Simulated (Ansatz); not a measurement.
# W: the cost of one run

Program: Ansatz 0.2.0. Level of theory: DFT r2SCAN, scalar-relativistic, plane waves, PAW. These are calculated values, not measurements.

### 1 The structure to begin with

It takes space group Im-3m (No. 229, cubic). Conventional cell: a = 3.170 Å, b = 3.170 Å, c = 3.170 Å, α = 90.00°, β = 90.00°, γ = 90.00°. W (site symmetry m-3m) is surrounded by 8 W at 2.75 Å.

As a file:

```cif
data_structure
_symmetry_space_group_name_H-M 'Im-3m'
_symmetry_Int_Tables_number 229
_cell_length_a 3.1703
_cell_length_b 3.1703
_cell_length_c 3.1703
_cell_angle_alpha 90.000
_cell_angle_beta 90.000
_cell_angle_gamma 90.000
_cell_volume 31.86
loop_
_atom_site_label
_atom_site_type_symbol
_atom_site_symmetry_multiplicity
_atom_site_Wyckoff_symbol
_atom_site_fract_x
_atom_site_fract_y
_atom_site_fract_z
_atom_site_occupancy
W1 W 2 a 0.00000 0.00000 0.00000 1
```

This is candidate A: structure listed in a database for this formula (Im-3m, No. 229).

(A quick probe on a coarse mesh, which set the mesh and smearing, is not shown.)

### 3 Full relaxation (candidate A)

File input.yaml:

```yaml
crystal:
  lattice:
    - [-1.5851577801, 1.5851577801, 1.5851577801]
    - [1.5851577801, -1.5851577801, 1.5851577801]
    - [1.5851577801, 1.5851577801, -1.5851577801]
  atoms:
    - { symbol: W, position: [0.0, 0.0, 0.0] }
basis:
  ecutwfc: 500
kpoints:
  mp_grid: { grid: [18, 18, 18] }
hamiltonian:
  xc: r2scan
scf:
  occupations: { method: gaussian, width: 0.1 }
output:
  forces: true
  stress: true
  eigenvalues: true
relax:
  adjacent_minimum: "off"
  f_tol: 0.01
  max_steps: 80
  cell: { stress_tol: 0.05 }
```

What time and memory should one allow on 1 thread of an Arm CPU, shared host?

About 16 s, with a peak of 0.38 GiB.
